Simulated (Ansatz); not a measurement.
Consider a rigid torsion scan of C2H3BO, SMILES OC1=CB1 (the Python package of Ansatz (0.2.0)).

The script, `run_torsion.py`:
```python
# -*- coding: utf-8 -*-
import warnings

import ansatz as az
from ase import Atoms

warnings.simplefilter("ignore", az.DeckWarning)

atoms = Atoms(["O", "C", "C", "B", "H", "H", "H"], positions=[
    (-1.7187, 0.2947, -0.0602),
    (-0.4258, 0.0332, 0.0875),
    (0.5843, -0.4469, 0.8864),
    (1.0271, 0.0029, -0.4847),
    (-2.0987, 0.7119, -0.9668),
    (0.9437, -0.8368, 1.8471),
    (1.7493, 0.173, -1.355),
])

first = (
    az.Crystal.molecule_from_ase(atoms).calculation()
    .basis(gaussian="def2-SVP")
    .functional("b3lyp")
    .relax(force_tolerance=0.02, max_steps=80)
)
atoms.positions = first.run().report["positions_ang"]

start = atoms.get_dihedral(2, 1, 0, 4)
energies = {}
for turn in range(0, 360, 30):
    turned = atoms.copy()
    turned.set_dihedral(2, 1, 0, 4, start + turn, indices=[0, 4])
    calculation = az.Crystal.molecule_from_ase(turned).calculation()
    calculation = calculation.basis(gaussian="def2-SVP").functional("b3lyp")
    energies[round((start + turn) % 360)] = calculation.run().report["free_energy_ev"]
floor = min(energies.values())
print("dihedral C2-C1-O0-H4 (deg)   E - E(min) (eV)")
for angle, e in sorted(energies.items()):
    print(f"{angle:8d} {(e - floor):14.3f}  " + "#" * int(30 * (e - floor) / max(max(energies.values()) - floor, 1e-9)))
```

Where along the turn do the lowest and the highest point lie, and how far apart are they?

The lowest point is at 180° and the highest at 90°, 0.513 eV (49.5 kJ/mol) above it, with the rest of the molecule held.

What the script printed:

Running `python run_torsion.py` prints:
```text
dihedral C2-C1-O0-H4 (deg)   E - E(min) (eV)
      30          0.185  ##########
      60          0.409  #######################
      90          0.513  ##############################
     120          0.362  #####################
     150          0.114  ######
     180          0.000
     210          0.113  ######
     240          0.362  #####################
     270          0.513  #############################
     300          0.409  #######################
     330          0.186  ##########
     360          0.078  ####
```

What to keep in mind:
- The scan is rigid and the energies are electronic, in a modest basis. With rigid groups the curve can differ much from the relaxed path, the start wasn't checked as a minimum of this torsion, and equivalent turns needn't return to the same energy.
- b3lyp holds the VWN-RPA fit, as in Gaussian; the form of ORCA and Turbomole is b3lyp5.
- It ran for 27 s on 1 thread of Arm Neoverse V2 (shared host), peak memory 0.21 GiB.

(A comment or docstring line of the script was reworded after the run, the code is as it ran; lines on the test bed's own set-up are left out of the output.)
